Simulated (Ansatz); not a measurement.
# Ni: the cost of one run

Method: DFT PBE, scalar-relativistic, plane waves, PAW, in Ansatz 0.2.0.

27 further runs of the same task are left out: 27 set aside as unsound or not needed.

### 1 The starting structure

Symmetry: Fm-3m, No. 225, cubic system. Conventional cell: a = 3.293 Å, b = 3.293 Å, c = 3.293 Å, α = 90.00°, β = 90.00°, γ = 90.00°. Ni (site symmetry m-3m) is surrounded by 12 Ni at 2.33 Å.

Structure file:

```cif
data_structure
_symmetry_space_group_name_H-M 'Fm-3m'
_symmetry_Int_Tables_number 225
_cell_length_a 3.2931
_cell_length_b 3.2931
_cell_length_c 3.2931
_cell_angle_alpha 90.000
_cell_angle_beta 90.000
_cell_angle_gamma 90.000
_cell_volume 35.71
loop_
_atom_site_label
_atom_site_type_symbol
_atom_site_symmetry_multiplicity
_atom_site_Wyckoff_symbol
_atom_site_fract_x
_atom_site_fract_y
_atom_site_fract_z
_atom_site_occupancy
Ni1 Ni 4 a 0.00000 0.00000 0.00000 1
```

### 2 Volume 8.928 Å³ an atom, total moment held at 0.250 muB a cell

Input file input.yaml:

```yaml
crystal:
  lattice:
    - [0.0, 1.6465492621, 1.6465492621]
    - [1.6465492621, 0.0, 1.6465492621]
    - [1.6465492621, 1.6465492621, 0.0]
  atoms:
    - { symbol: Ni, position: [0.0, 0.0, 0.0], spin: 0.25 }
basis:
  ecutwfc: 520.0
kpoints:
  mp_grid: { grid: [24, 24, 24] }
hamiltonian:
  xc: pbe
  pseudopotentials: { kind: paw, azcp: { folder: soft_1 } }
scf:
  occupations: { method: gaussian, width: 0.15 }
  lower_state_search: "off"
output:
  forces: true
  stress: true
  eigenvalues: true
  populations: true
magnetization:
  spin_polarized: true
  initial_magnetization: 0.25
  spin_locking: { lock_magnetization: hard }
```

On the command line:

```console
ansatz run input.yaml --threads 1 --pin off --max-ram 2048MiB --backend cpu --events-out ev --progress --plain --runs-dir out
```

Q: Estimate wall time and peak memory on 1 thread of Arm Neoverse N1, shared host.

About 21 s, with a peak of 0.35 GiB.
